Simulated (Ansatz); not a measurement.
# GaFe3: how the settings move a single-point run

Aim: see which settings change the result for GaFe3, by how much, and at what cost.

Computed with Ansatz 0.2.0 (reference: DFT, PBEsol, PAW with Ansatz's default frozen-core files, scalar-relativistic, unless a step's input says otherwise).

## Step 1: The system as given

Symmetry: Fm-3m, No. 225, cubic system. The conventional cell has a = 5.035 Å, b = 5.035 Å, c = 5.035 Å, α = 90.00°, β = 90.00°, γ = 90.00°. Around Ga (site symmetry m-3m) lie 8 Fe at 2.18 Å. Fe (site symmetry m-3m) has 8 Fe at 2.18 Å as nearest neighbours. Fe (site symmetry -43m) has 4 Ga at 2.18 Å and 4 Fe at 2.18 Å as nearest neighbours.

Structure file:

```xyz
4
Lattice="0.0000 2.5176 2.5176 2.5176 0.0000 2.5176 2.5176 2.5176 0.0000" Properties=species:S:1:pos:R:3 pbc="T T T"
Ga    0.0000    0.0000    0.0000
Fe    2.5176    2.5176    2.5176
Fe    3.7764    3.7764    3.7764
Fe    1.2588    1.2588    1.2588
```

## Step 2: The reference run

input.yaml reads:

```yaml
crystal:
  lattice:
    - [0.0, 2.5175916728, 2.5175916728]
    - [2.5175916728, 0.0, 2.5175916728]
    - [2.5175916728, 2.5175916728, 0.0]
  atoms:
    - { symbol: Ga, position: [0.0, 0.0, 0.0] }
    - { symbol: Fe, position: [0.5, 0.5, 0.5] }
    - { symbol: Fe, position: [0.75, 0.75, 0.75] }
    - { symbol: Fe, position: [0.25, 0.25, 0.25] }
kpoints:
  mp_grid: { grid: [8, 8, 8] }
scf:
  occupations: { method: fermi_dirac, width: 0.03 }
  lower_state_search: "off"
hamiltonian:
  xc: pbesol
  pseudopotentials: { kind: paw }
output:
  forces: true
  stress: true
  eigenvalues: true
```

Command:

```sh
ansatz run input.yaml --threads 2 --pin off --max-ram 6144MiB --backend cpu --events-out ev --progress --plain --runs-dir out
```

## Step 3: Changing settings: occupations.method tetrahedron, preconditioner local_kerker, width left out

input.yaml, as its differences from that of step 2:

```diff
@@ -13,4 +13,5 @@
 scf:
-  occupations: { method: fermi_dirac, width: 0.03 }
+  occupations: { method: tetrahedron }
   lower_state_search: "off"
+  mixing: { preconditioner: local_kerker }
 hamiltonian:
```

Before running it: what results should come out? Wanted: for each run, ending; energy change; pressure; gap; force.

The runs gave:

```
                                                                           run     ending        energy change  pressure (GPa)  gap (eV)  force (eV/Å)  cycles   time
                                                                     reference  converged                    0           149.5      0.00          0.00       8  2.2 s
1: occupations.method tetrahedron, preconditioner local_kerker, width left out  converged  +0.3 meV/atom (σ→0)           149.5      0.00          0.00       9  2.2 s
```

Residual by cycle in the longest SCF loop of each run; runs are numbered as in the table. The quantity is the density residual dr2, in eV.

```
cycle  reference    run 1
    1      0.129    0.136
    2     0.0291    0.361
    3    0.00285   0.0714
    4     2.2e-4  0.00136
    5     4.6e-5   2.8e-4
    6     3.8e-6   7.4e-5
    7     6.1e-7   2.4e-5
    8     1.8e-8   8.8e-6
    9          -   1.0e-8
```

What this shows: Changing the smearing and mixing hardly moves the energy: +0.3 meV/atom. Cost: 9 SCF cycles against 8. The structure is not at rest: the sound run finds 150 GPa, so these are no properties of the relaxed crystal. The reference has no spin polarisation; with Fe present, a magnetic state may lie lower.
